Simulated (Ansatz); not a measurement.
# Al6W: the cost of one run

Method: DFT PBE, scalar-relativistic, plane waves, PAW, unless a step names another level, in Ansatz 0.2.0.

11 further runs of the same task are left out: 11 set aside as unsound or not needed.

## 1. What the formula suggests

Pauling electronegativities: Al 1.61, W 2.36 (spread 0.75). It is an alloy, so charge balance gives no guide. Tabulated atomic sizes suggest about 15 Å³/atom. 30 candidates were drawn, by swapping species into database cells of other compounds, at random by space group and Wyckoff sites, or by hand, as the table says:

| name | made from | space group no. | Wyckoff sites | atoms (primitive cell) | V (Å³/atom) |
| --- | --- | --- | --- | --- | --- |
| c01 | built by hand: fcc (001) layered W/Al6 superlattice | 139 | Al 4e, 4e, 4e; W 2a | 7 | 15.1 |
| c02 | random | 99 | Al 2c, 4e; W 1b | 7 | 17.5 |
| c03 | database cell of SrB6 | 221 | Al 6f; W 1a | 7 | 15.2 |
| c04 | built by hand: fcc-ordered Al6W, root-seven layers | 148 | Al 18f; W 3a | 7 | 15.1 |
| c05 | random | 119 | Al 8i, 2d, 2b; W 2a | 7 | 16.5 |
| c06 | random | 99 | Al 4d, 2c; W 1b | 7 | 19.6 |
| c07 | random | 42 | Al 8b, 16e; W 4a | 7 | 18.1 |
| c08 | random | 166 | Al 3a, 9e, 6c; W 3b | 7 | 16.2 |
| c09 | random | 189 | Al 2d, 3g, 1b; W 1a | 7 | 17.7 |
| c10 | random | 99 | Al 4d, 2c; W 1a | 7 | 19.3 |
| c11 | random | 191 | Al 3f, 1b, 2e; W 1a | 7 | 18.8 |
| c12 | random | 166 | Al 18g; W 3a | 7 | 19.5 |
| c13 | random | 191 | Al 6k; W 1b | 7 | 18.9 |
| c14 | random | 225 | Al 24e; W 4a | 7 | 19.5 |
| c15 | database cell of MoCl6 | 162 | Al 6k; W 1b | 7 | 15.6 |
| c16 | random | 191 | Al 6l; W 1a | 7 | 16.7 |
| c17 | random | 183 | Al 6d; W 1a | 7 | 16.4 |
| c18 | built by hand: Al6Mn | 63 | Al 8f, 8g, 8e; W 4c | 14 | 15.1 |
| c19 | database cell of Zn6Mo | 225 | Al 24d; W 4a | 7 | 16.6 |
| c20 | database cell of ReF6 | 139 | Al 4e, 8i; W 2a | 7 | 21.2 |
| c21 | database cell of CaB6 | 221 | Al 6e; W 1b | 7 | 16.0 |
| c22 | random | 38 | Al 8f, 4c; W 2b | 7 | 17.7 |
| c23 | random | 71 | Al 8l, 4j; W 2b | 7 | 19.1 |
| c24 | random | 166 | Al 6c, 9e, 3b; W 3a | 7 | 17.1 |
| c25 | random | 12 | Al 4e, 4f, 4g; W 2b | 7 | 19.3 |
| c26 | random | 38 | Al 2b, 8f, 2a; W 2b | 7 | 17.3 |
| c27 | built by hand: hcp-ordered Al6W, root-seven layers | 176 | Al 6h, 6h; W 2c | 14 | 15.1 |
| c28 | random | 221 | Al 3c, 3d; W 1a | 7 | 18.1 |
| c29 | random | 175 | Al 6k; W 1a | 7 | 17.6 |
| c30 | random | 229 | Al 12e; W 2a | 7 | 18.4 |

## 2. Screening run of c19

input.yaml reads:

```yaml
crystal:
  lattice:
    - [0.0, 3.87406534, 3.87406534]
    - [3.87406534, 0.0, 3.87406534]
    - [3.87406534, 3.87406534, 0.0]
  atoms:
    - { symbol: Al, position: [0.5, 0.5, 0.0] }
    - { symbol: Al, position: [0.5, 0.0, 0.5] }
    - { symbol: Al, position: [0.0, 0.0, 0.5] }
    - { symbol: Al, position: [0.0, 0.5, 0.0] }
    - { symbol: Al, position: [0.0, 0.5, 0.5] }
    - { symbol: Al, position: [0.5, 0.0, 0.0] }
    - { symbol: W, position: [0.0, 0.0, 0.0] }
basis:
  ecutwfc: 420
kpoints:
  mp_grid: { grid: [4, 4, 4] }
hamiltonian:
  xc: pbe
scf:
  occupations: { method: gaussian, width: 0.2 }
  lower_state_search: "off"
output:
  forces: true
  stress: true
  eigenvalues: true
relax:
  adjacent_minimum: "off"
  f_tol: 0.08
  max_steps: 16
  cell: { stress_tol: 0.8 }
```

On the command line:

```bash
ansatz run input.yaml --threads 1 --pin off --max-ram 2560MiB --backend cpu --events-out ev --progress --plain --runs-dir out
```

**Question.** How long does this run take on 1 thread of Intel Xeon 6975P-C (Granite Rapids), shared host, and how much memory does it need?

About 3.8 s, with a peak of 0.43 GiB.
